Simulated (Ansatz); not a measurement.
# BClF2: how energies converge with the basis set

The task here is to estimate one member of a computed series from the others.

Computed with Ansatz 0.2.0, Gaussian basis. Level: one geometry, several basis sets.

The runs, in order: PBE0-D4/def2-SVP; ωB97M-V/def2-SVP; PBE0-D4/def2-QZVPP; ωB97M-V/def2-QZVPP; the functionals' def2-TZVPP values are taken from earlier runs.

## The geometry

The geometry comes from an earlier relaxation with PBE0-D4 in a triple-zeta def2 set; it is a stationary point.

SMILES `FB(F)Cl`, 4 atoms, charge 0, spin multiplicity 1.

Atoms are counted from 1 here; the program's logs count them from 0.

Bond lengths: F1–B2 1.310 Å, B2–F3 1.310 Å, B2–Cl4 1.740 Å. Angles: F1–B2–F3 119.0°, F1–B2–Cl4 120.5°, F3–B2–Cl4 120.5°.

The first run:

Contents of in.yaml:

```yaml
crystal:
  periodic: [false, false, false]
  atoms:
    - {symbol: F, position_ang: [-0.173739, -1.254302, -0.546251]}
    - {symbol: B, position_ang: [-0.067061, -0.041341, -0.062036]}
    - {symbol: F, position_ang: [-1.011647, 0.830149, -0.317738]}
    - {symbol: Cl, position_ang: [1.307946, 0.405294, 0.905724]}
basis:
  gaussian: {orbitals: def2-SVP}
hamiltonian: {xc: pbe0, dispersion: d4}
output: {orbitals: {seedname: orbitals}}
```

Steps of the session up to this table: PBE0-D4 in def2-SVP; ωB97M-V in def2-SVP; PBE0-D4 in def2-QZVPP; ωB97M-V in def2-QZVPP.

One of the session's tables, all rows but one given; the rest of the session is left out.

It belongs to the step «Density functionals: the series». 

```
functional       basis  HOMO (eV)  LUMO (eV)
   PBE0-D4    def2-SVP      -9.73       0.08
   PBE0-D4  def2-TZVPP      -9.91      -0.20
   PBE0-D4  def2-QZVPP          ?          ?
   ωB97M-V    def2-SVP     -12.00       2.34
   ωB97M-V  def2-TZVPP     -12.22       1.92
   ωB97M-V  def2-QZVPP     -12.27       1.76
```

**Question.** Estimate the row for PBE0-D4, def2-QZVPP.

The run gave: HOMO (eV): -9.94; LUMO (eV): -0.27. In the column «HOMO (eV)» it lies between ωB97M-V, def2-SVP (-12.00) and PBE0-D4, def2-TZVPP (-9.91).
